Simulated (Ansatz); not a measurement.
From input file to script: C₂H₅AlFN, SMILES C=C(F)[NH][AlH2] in Ansatz 0.2.0.

```yaml
crystal:
  periodic: [false, false, false]
  atoms:
    - { symbol: C, position_ang: [-1.5674, 0.953, 0.7308] }
    - { symbol: C, position_ang: [-0.4197, 0.4322, 0.6094] }
    - { symbol: F, position_ang: [0.4167, 0.5164, 1.6395] }
    - { symbol: "N", position_ang: [0.0361, -0.2365, -0.5938] }
    - { symbol: Al, position_ang: [1.6807, -1.0818, -0.8146] }
    - { symbol: H, position_ang: [-2.3283, 0.9673, -0.0963] }
    - { symbol: H, position_ang: [-1.8684, 1.5145, 1.6333] }
    - { symbol: H, position_ang: [-0.6591, -0.2964, -1.4044] }
    - { symbol: H, position_ang: [2.0485, -1.8051, -2.1176] }
    - { symbol: H, position_ang: [2.744, -1.0147, 0.4168] }
basis:
  gaussian:
    orbitals: def2-SVP
hamiltonian:
  xc: pbe0
relax:
  f_tol: 0.02
```

`run_opt.py`:
```python
import ansatz
import numpy as np

geometry = (
    ansatz.Crystal.molecule()
    .atom("C", (-1.5674, 0.953, 0.7308))
    .atom("C", (-0.4197, 0.4322, 0.6094))
    .atom("F", (0.4167, 0.5164, 1.6395))
    .atom("N", (0.0361, -0.2365, -0.5938))
    .atom("Al", (1.6807, -1.0818, -0.8146))
    .atom("H", (-2.3283, 0.9673, -0.0963))
    .atom("H", (-1.8684, 1.5145, 1.6333))
    .atom("H", (-0.6591, -0.2964, -1.4044))
    .atom("H", (2.0485, -1.8051, -2.1176))
    .atom("H", (2.744, -1.0147, 0.4168))
)

job = geometry.calculation().basis(gaussian="def2-SVP").functional("pbe0")
symbols = [site.symbol for site in geometry.cartesian_sites]
start = np.array([site.position_ang for site in geometry.cartesian_sites], dtype=float)
report = job.relax(force_tolerance=0.02).run(threads=1, pin="off").report
end = np.array(report["positions_ang"])

print("reference energy %16.6f eV" % report["reference_energy_ev"])
print("total energy     %16.6f eV" % report["free_energy_ev"])
print("occupied orbitals outside the frozen core (up, down):", report["n_occupied"], " frozen:", report["n_frozen"], " virtual:", report["n_virtual"])

print("final positions (A) and the move of each atom")
for symbol, xyz, old in zip(symbols, end, start):
    print(f"{symbol:2s} {xyz[0]:10.5f} {xyz[1]:10.5f} {xyz[2]:10.5f}   {np.linalg.norm(xyz - old):7.4f}")
```

Running `python run_opt.py` prints:
```text
reference energy    -12942.355743 eV
total energy        -12942.355743 eV
occupied orbitals outside the frozen core (up, down): [23, 23]  frozen: 0  virtual: [76, 76]
final positions (A) and the move of each atom
C    -1.62661    0.99451    0.68483    0.0857
C    -0.42827    0.41548    0.54594    0.0662
F     0.45012    0.46110    1.55345    0.1076
N     0.09346   -0.26479   -0.52487    0.0940
Al    1.71202   -1.05102   -0.72329    0.1013
H    -2.35524    0.96806   -0.12444    0.0390
H    -1.87632    1.49789    1.61717    0.0245
H    -0.56288   -0.30820   -1.29900    0.1432
H     1.87843   -1.72696   -2.14642    0.1894
H     2.79839   -1.03717    0.41973    0.0589
```

What to keep in mind:
- Total energies depend on the basis set; only differences at equal settings carry meaning.
- The end point is the stationary point reached from this start; no frequency run checks that it is a minimum, and the basis set is modest.
- Finished in 34 s on 1 thread of Arm Neoverse V2, with other jobs on the host, peak memory 0.28 GiB.

(Lines on the test bed's own set-up are left out of the output.)
